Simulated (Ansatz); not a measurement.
**C3H10ClGaOSi: small, medium and large basis sets**

An exercise on one series of results from a longer session: the logs are not shown, and one member is left open.

Method: one geometry, several basis sets; program: Ansatz 0.2.0, Gaussian basis.

Levels to be run: PBE0-D4/def2-SVP; ωB97M-V/def2-SVP; PBE0-D4/def2-QZVPP; ωB97M-V/def2-QZVPP; the functionals' def2-TZVPP values are taken from earlier runs.

1 further run of the same task is left out (it didn't finish).

## Structure used throughout

All runs share one geometry, relaxed beforehand with PBE0-D4 in a triple-zeta def2 set.

SMILES `C[CH](C)[Ga]([Cl])[O][SiH3]`, 17 atoms, charge 0, spin multiplicity 1.

Atoms are counted from 1 here; the program's logs count them from 0.

Bond lengths: C1–C2 1.525 Å, C1–H8 1.092 Å, C1–H9 1.095 Å, C1–H10 1.094 Å, C2–C3 1.523 Å, C2–Ga4 1.965 Å, C2–H11 1.098 Å, C3–H12 1.095 Å, C3–H13 1.093 Å, C3–H14 1.092 Å, Ga4–Cl5 2.153 Å, Ga4–O6 1.777 Å, O6–Si7 1.636 Å, Si7–H15 1.487 Å, Si7–H16 1.489 Å, Si7–H17 1.489 Å. Angles: C2–C1–H8 112.3°, C2–C1–H9 110.2°, C2–C1–H10 111.6°, H8–C1–H9 107.9°, H8–C1–H10 107.6°, H9–C1–H10 107.1°, C1–C2–C3 112.7°, C1–C2–Ga4 110.9°, C1–C2–H11 108.4°, C3–C2–Ga4 112.0°, C3–C2–H11 108.6°, Ga4–C2–H11 103.8°, C2–C3–H12 110.3°, C2–C3–H13 111.6°, C2–C3–H14 112.3°, H12–C3–H13 107.2°, H12–C3–H14 107.9°, H13–C3–H14 107.4° and more.

Coordinates:

```xyz
17
charge 0, multiplicity 1
C     1.2980   -0.8713    1.3155
C     0.7747   -1.1519   -0.0894
C     1.8931   -1.3265   -1.1083
Ga   -0.5170    0.2220   -0.6425
Cl   -0.7830    0.8952   -2.6698
O    -1.5978    1.0345    0.5111
Si   -2.7628    2.1813    0.4540
H     0.4917   -0.7533    2.0423
H     1.9372   -1.6943    1.6530
H     1.9040    0.0387    1.3441
H     0.1793   -2.0735   -0.0604
H     2.5487   -2.1532   -0.8142
H     2.5152   -0.4301   -1.1799
H     1.5126   -1.5408   -2.1091
H    -3.2579    2.4104    1.8369
H    -3.9039    1.7492   -0.3990
H    -2.2319    3.4637   -0.0843
```

Set-up of the first run:

The input, in.yaml:

```yaml
crystal:
  periodic: [false, false, false]
  atoms:
    - {symbol: C, position_ang: [1.297987, -0.871262, 1.315500]}
    - {symbol: C, position_ang: [0.774693, -1.151930, -0.089408]}
    - {symbol: C, position_ang: [1.893060, -1.326541, -1.108293]}
    - {symbol: Ga, position_ang: [-0.516999, 0.222040, -0.642473]}
    - {symbol: Cl, position_ang: [-0.783011, 0.895186, -2.669808]}
    - {symbol: O, position_ang: [-1.597781, 1.034451, 0.511095]}
    - {symbol: Si, position_ang: [-2.762850, 2.181264, 0.454016]}
    - {symbol: H, position_ang: [0.491651, -0.753324, 2.042293]}
    - {symbol: H, position_ang: [1.937160, -1.694329, 1.653031]}
    - {symbol: H, position_ang: [1.904004, 0.038701, 1.344116]}
    - {symbol: H, position_ang: [0.179337, -2.073501, -0.060411]}
    - {symbol: H, position_ang: [2.548744, -2.153166, -0.814195]}
    - {symbol: H, position_ang: [2.515160, -0.430114, -1.179923]}
    - {symbol: H, position_ang: [1.512634, -1.540843, -2.109116]}
    - {symbol: H, position_ang: [-3.257915, 2.410430, 1.836872]}
    - {symbol: H, position_ang: [-3.903939, 1.749232, -0.398986]}
    - {symbol: H, position_ang: [-2.231936, 3.463705, -0.084320]}
basis:
  gaussian: {orbitals: def2-SVP}
hamiltonian: {xc: pbe0, dispersion: d4}
output: {orbitals: {seedname: orbitals}}
```

Run with:

```
$ ansatz run in.yaml --threads 2 --pin off --events-out ev --progress --plain --max-ram 22528MiB --backend cpu
```

Steps of the session up to this table: PBE0-D4 in def2-SVP; ωB97M-V in def2-SVP; PBE0-D4 in def2-QZVPP; ωB97M-V in def2-QZVPP.

One of the session's tables, all rows but one given; the rest of the session is left out.

It belongs to the step «Density functionals: the series». 

```
functional       basis  HOMO (eV)
   PBE0-D4    def2-SVP      -8.08
   PBE0-D4  def2-TZVPP      -8.13
   PBE0-D4  def2-QZVPP      -8.14
   ωB97M-V    def2-SVP          ?
   ωB97M-V  def2-TZVPP     -10.29
   ωB97M-V  def2-QZVPP     -10.31
```

**Question.** Estimate the row for ωB97M-V, def2-SVP.

The run gave: HOMO (eV): -10.22. In the column «HOMO (eV)» it lies between ωB97M-V, def2-TZVPP (-10.29) and PBE0-D4, def2-QZVPP (-8.14).
